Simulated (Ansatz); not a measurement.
# SiH₄S₃: a ladder of functionals and wavefunction methods

An exercise on one series of results from a longer session: the logs are not shown, and one member is left open.

The runs use Ansatz 0.2.0, Gaussian basis; functionals in def2-TZVPP, the program's frozen cores in correlated methods.

Plan: LDA (SPW92), PBE-D4, revPBE-D4, BLYP-D4, r2SCAN-D4, B97M-V, PBE0-D4, B3LYP-D4, r2SCANh-D4, r2SCAN0-D4, HSE06-D4, BHLYP-D4, CAM-B3LYP-D4, LC-ωPBE, ωB97X-V, ωB97M-V, B2PLYP, PBE-QIDH; CCSD(T)/def2-SVP; CCSD(T)/def2-TZVPP; CCSD(T)/def2-QZVPP; extrapolation to the limit; RPA on PBE.

### The geometry

The geometry comes from an earlier relaxation with PBE0-D4 in a triple-zeta def2 set; it is a stationary point, not always the lowest conformer.

SMILES `S[SiH](S)S`, 8 atoms, charge 0, spin multiplicity 1.

Atoms are counted from 1 here; the program's logs count them from 0.

Bond lengths: S1–Si2 2.123 Å, S1–H5 1.344 Å, Si2–S3 2.132 Å, Si2–S4 2.134 Å, Si2–H6 1.483 Å, S3–H7 1.344 Å, S4–H8 1.345 Å. Angles: Si2–S1–H5 94.0°, S1–Si2–S3 103.1°, S1–Si2–S4 106.5°, S1–Si2–H6 115.2°, S3–Si2–S4 117.1°, S3–Si2–H6 107.6°, S4–Si2–H6 107.7°, Si2–S3–H7 93.2°, Si2–S4–H8 93.7°.

Set-up of the first run:

in.yaml

```yaml
crystal:
  periodic: [false, false, false]
  atoms:
    - {symbol: S, position_ang: [-0.544318, 1.776523, -1.229097]}
    - {symbol: Si, position_ang: [0.100097, 0.183459, 0.018025]}
    - {symbol: S, position_ang: [2.044813, -0.262413, -0.732720]}
    - {symbol: S, position_ang: [-1.377765, -1.347655, -0.143471]}
    - {symbol: H, position_ang: [-1.843336, 1.616831, -0.921319]}
    - {symbol: H, position_ang: [0.241697, 0.523948, 1.454083]}
    - {symbol: H, position_ang: [2.509806, -0.628189, 0.473616]}
    - {symbol: H, position_ang: [-1.038894, -1.919604, 1.025182]}
basis:
  gaussian: {orbitals: def2-TZVPP}
hamiltonian: {xc: lda}
output: {orbitals: {seedname: orbitals}}
```

Started as:

```console
ansatz run in.yaml --threads 2 --pin off --events-out ev --progress --plain --max-ram 32768MiB --backend cpu
```

Steps of the session up to this table: LDA; PBE-D4 (GGA); revPBE-D4 (GGA); BLYP-D4 (GGA); r2SCAN-D4 (meta-GGA); B97M-V (meta-GGA); PBE0-D4 (hybrid); B3LYP-D4 (hybrid); r2SCANh-D4 (hybrid); r2SCAN0-D4 (hybrid); HSE06-D4 (hybrid); BHLYP-D4 (hybrid); CAM-B3LYP-D4 (range-separated); LC-ωPBE (range-separated); ωB97X-V (range-separated); ωB97M-V (range-separated); B2PLYP (double hybrid); PBE-QIDH (double hybrid).

One of the session's tables, all rows but one given; the rest of the session is left out.

It belongs to the step «Frontier levels by functional». 

| functional | HOMO (eV) | gap (eV) |
| --- | --- | --- |
| LDA (SPW92) | -6.44 | 4.98 |
| PBE-D4 | -6.31 | 5.05 |
| revPBE-D4 | -6.27 | 5.09 |
| BLYP-D4 | -6.13 | 4.95 |
| r2SCAN-D4 | -6.61 | 5.65 |
| B97M-V | -6.69 | 5.58 |
| PBE0-D4 | -7.53 | 7.17 |
| B3LYP-D4 | -7.26 | 6.64 |
| r2SCANh-D4 | ? | ? |
| r2SCAN0-D4 | -7.72 | 7.55 |
| HSE06-D4 | -7.13 | 6.39 |
| BHLYP-D4 | -8.58 | 9.11 |
| CAM-B3LYP-D4 | -8.82 | 9.48 |
| LC-ωPBE | -10.24 | 12.13 |
| ωB97X-V | -9.86 | 11.59 |
| ωB97M-V | -9.68 | 11.17 |

Estimate the missing values for r2SCANh-D4.

Worked estimate for «HOMO (eV)». Against the share of exact exchange, r2SCAN-D4 (0, -6.61), r2SCAN0-D4 (0.25, -7.72) give a slope of -4.44 per unit share; at 0.1 the line stands at -7.05.

**Answer.** HOMO (eV): -7.05; gap (eV): 6.42. In «HOMO (eV)» the line misses by 0.00.
